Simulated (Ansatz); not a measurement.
# C₂H₅AlClF: one species, many methods

An exercise on one series of results from a longer session: the logs are not shown, and one member is left open.

Computed with Ansatz 0.2.0, Gaussian basis. Level: functionals in def2-TZVPP, the program's frozen cores in correlated methods.

The runs, in order: LDA (SPW92), PBE-D4, revPBE-D4, BLYP-D4, r2SCAN-D4, B97M-V, PBE0-D4, B3LYP-D4, r2SCANh-D4, r2SCAN0-D4, HSE06-D4, BHLYP-D4, CAM-B3LYP-D4, LC-ωPBE, ωB97X-V, ωB97M-V, B2PLYP, PBE-QIDH; CCSD(T)/def2-SVP; CCSD(T)/def2-TZVPP; MP2/def2-QZVPP; extrapolation to the limit; RPA on PBE.

**The relaxed structure**

All runs share one geometry, relaxed beforehand with PBE0-D4 in a triple-zeta def2 set.

SMILES `[F][AlH][CH2]CCl`, 10 atoms, charge 0, spin multiplicity 1.

Atoms are counted from 1 here; the program's logs count them from 0.

Bond lengths: F1–Al2 1.652 Å, Al2–C3 1.954 Å, Al2–H6 1.577 Å, C3–C4 1.505 Å, C3–H7 1.097 Å, C3–H8 1.097 Å, C4–Cl5 1.801 Å, C4–H9 1.089 Å, C4–H10 1.089 Å. Angles: F1–Al2–C3 117.8°, F1–Al2–H6 117.4°, C3–Al2–H6 124.7°, Al2–C3–C4 115.5°, Al2–C3–H7 107.6°, Al2–C3–H8 107.6°, C4–C3–H7 110.3°, C4–C3–H8 110.3°, H7–C3–H8 105.0°, C3–C4–Cl5 112.4°, C3–C4–H9 112.4°, C3–C4–H10 112.4°, Cl5–C4–H9 105.5°, Cl5–C4–H10 105.5°, H9–C4–H10 108.1°.

The first run:

File in.yaml:

```yaml
crystal:
  periodic: [false, false, false]
  atoms:
    - {symbol: F, position_ang: [-1.799137, 1.836670, 0.230392]}
    - {symbol: Al, position_ang: [-0.786422, 0.970334, 1.207350]}
    - {symbol: C, position_ang: [0.393145, -0.340746, 0.365579]}
    - {symbol: C, position_ang: [0.282598, -0.443797, -1.132154]}
    - {symbol: Cl, position_ang: [1.401429, -1.675386, -1.821094]}
    - {symbol: H, position_ang: [-0.843197, 1.264176, 2.755451]}
    - {symbol: H, position_ang: [0.190781, -1.314386, 0.829476]}
    - {symbol: H, position_ang: [1.422753, -0.095683, 0.655113]}
    - {symbol: H, position_ang: [-0.713685, -0.742741, -1.455100]}
    - {symbol: H, position_ang: [0.534937, 0.490359, -1.632115]}
basis:
  gaussian: {orbitals: def2-TZVPP}
hamiltonian: {xc: lda}
output: {orbitals: {seedname: orbitals}}
```

Among the steps run: LDA; PBE-D4 (GGA); revPBE-D4 (GGA); BLYP-D4 (GGA); r2SCAN-D4 (meta-GGA); B97M-V (meta-GGA); PBE0-D4 (hybrid); B3LYP-D4 (hybrid); r2SCANh-D4 (hybrid); r2SCAN0-D4 (hybrid); HSE06-D4 (hybrid); BHLYP-D4 (hybrid); CAM-B3LYP-D4 (range-separated); LC-ωPBE (range-separated); ωB97X-V (range-separated); ωB97M-V (range-separated); B2PLYP (double hybrid); PBE-QIDH (double hybrid).

One of the session's tables, all rows but one given; the rest of the session is left out.

It belongs to the step «Frontier levels by functional». 

```
  functional  HOMO (eV)  gap (eV)
 LDA (SPW92)      -6.87      4.68
      PBE-D4      -6.73      4.79
   revPBE-D4      -6.67      4.85
     BLYP-D4      -6.58      4.73
   r2SCAN-D4      -7.02      5.45
      B97M-V      -7.13      5.32
     PBE0-D4      -8.05      6.89
    B3LYP-D4      -7.81      6.41
  r2SCANh-D4      -7.51      6.19
  r2SCAN0-D4      -8.24      7.29
    HSE06-D4      -7.65      6.12
    BHLYP-D4      -9.26      8.80
CAM-B3LYP-D4      -9.42      9.13
     LC-ωPBE     -10.80     11.67
     ωB97X-V     -10.42     11.15
     ωB97M-V          ?         ?
```

Estimate the missing values for ωB97M-V.

The run gave: HOMO (eV): -10.26; gap (eV): 10.65. In the column «HOMO (eV)» it lies between ωB97X-V (-10.42) and CAM-B3LYP-D4 (-9.42).
